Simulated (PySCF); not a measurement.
# C5H9NO2: the cost of one run

Computed with PySCF 2.14.0 and routines of our own; the level stands in each step. Atoms count from 0.

### Step 1. The system as given

17 atoms, charge 0, multiplicity 1; geometry from: GFN2-xTB.

### Step 2. Magnetic properties: GIAO B3LYP/pcSseg-1

Job settings and geometry (Å):

```
{"job": {"kind": "mag", "xc": "B3LYP", "basis": "pcSseg-1", "isotopologues": 2}, "charge": 0, "multiplicity": 1}
C     -1.922571    -0.586945    -0.866309
C     -1.242259     0.264064    -0.111538
C     -1.844525     1.479857     0.527728
O      0.089190     0.175469     0.201646
C      0.822244    -0.910030    -0.313793
C      2.280904    -0.842494     0.139661
N      2.568337     0.211709     0.921797
O      3.087166    -1.680480    -0.192038
H     -2.967270    -0.423322    -1.051044
H     -1.489208    -1.457303    -1.322291
H     -1.728287     1.426225     1.608980
H     -1.331271     2.374805     0.179907
H     -2.898732     1.554057     0.283310
H      0.405641    -1.867073     0.028237
H      0.809733    -0.909789    -1.412044
H      1.848500     0.871189     1.160802
H      3.505411     0.332092     1.265939
```

Level: GIAO B3LYP/pcSseg-1 magnetisability, rotational g tensor and spin-rotation constants, non-relativistic, gas phase.

Launch:

```
$ OMP_NUM_THREADS=1 python excited_run.py task.json out
```

One launch serves the whole session: the jobs run in the order shown.

Q: Estimate the wall time and peak memory of this first job on 1 thread of Arm Neoverse V2, shared host.

About 26 s, with a peak of 0.79 GiB.
